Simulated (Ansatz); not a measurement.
# SiWSN2: the cost of one run

Program: Ansatz 0.2.0. Level of theory: DFT PBE, scalar-relativistic, plane waves, PAW. These are calculated values, not measurements.

1 further run of the same task is left out (set aside as unsound or not needed).

**1. The system as given**

Symmetry: P4/mmm, No. 123, tetragonal system. The conventional cell has a = 4.166 Å, b = 4.166 Å, c = 4.296 Å, α = 90.00°, β = 90.00°, γ = 90.00°. Si (site symmetry 4/mmm) is surrounded by 4 N at 2.08 Å and 2 W at 2.15 Å. Around W (site symmetry 4/mmm) lie 2 Si at 2.15 Å and 4 S at 2.95 Å. Around S (site symmetry 4/mmm) lie 4 W at 2.95 Å and 8 N at 2.99 Å. N (site symmetry mmm) is surrounded by 2 Si at 2.08 Å.

Coordinates:

```
CELL_PARAMETERS angstrom
4.16558 0.00000 0.00000
0.00000 4.16558 0.00000
0.00000 0.00000 4.29577
ATOMIC_POSITIONS crystal
Si 0.50000 0.50000 0.50000
W 0.50000 0.50000 0.00000
S 0.00000 0.00000 0.00000
N 0.50000 0.00000 0.50000
N 0.00000 0.50000 0.50000
```

A structure generator made this guess: species swapped into a database cell of CsHgBrCl2 (P4/mmm, No. 123), with S on the Cs sites, Si on the Hg sites, W on the Br sites and N on the Cl sites. Its size is a rough estimate.

**2. A first look at the guess**

Input file input.yaml:

```yaml
crystal:
  lattice:
    - [4.16557759, 0.0, 0.0]
    - [0.0, 4.16557759, 0.0]
    - [0.0, 0.0, 4.29576863]
  atoms:
    - { symbol: Si, position: [0.5, 0.5, 0.5] }
    - { symbol: W, position: [0.5, 0.5, 0.0] }
    - { symbol: S, position: [0.0, 0.0, 0.0] }
    - { symbol: "N", position: [0.5, 0.0, 0.5] }
    - { symbol: "N", position: [0.0, 0.5, 0.5] }
basis:
  ecutwfc: 420
kpoints:
  mp_grid: { grid: [4, 4, 4] }
hamiltonian:
  xc: pbe
scf:
  occupations: { method: gaussian, width: 0.1 }
  lower_state_search: "off"
output:
  forces: true
  stress: true
  eigenvalues: true
```

Started as:

```sh
$ ansatz run input.yaml --threads 1 --pin off --max-ram 2048MiB --backend cpu --events-out ev --progress --plain --runs-dir out
```

What time and memory should one allow on 1 thread of Arm Neoverse V1, shared host?

About 2.7 s, with a peak of 0.34 GiB.
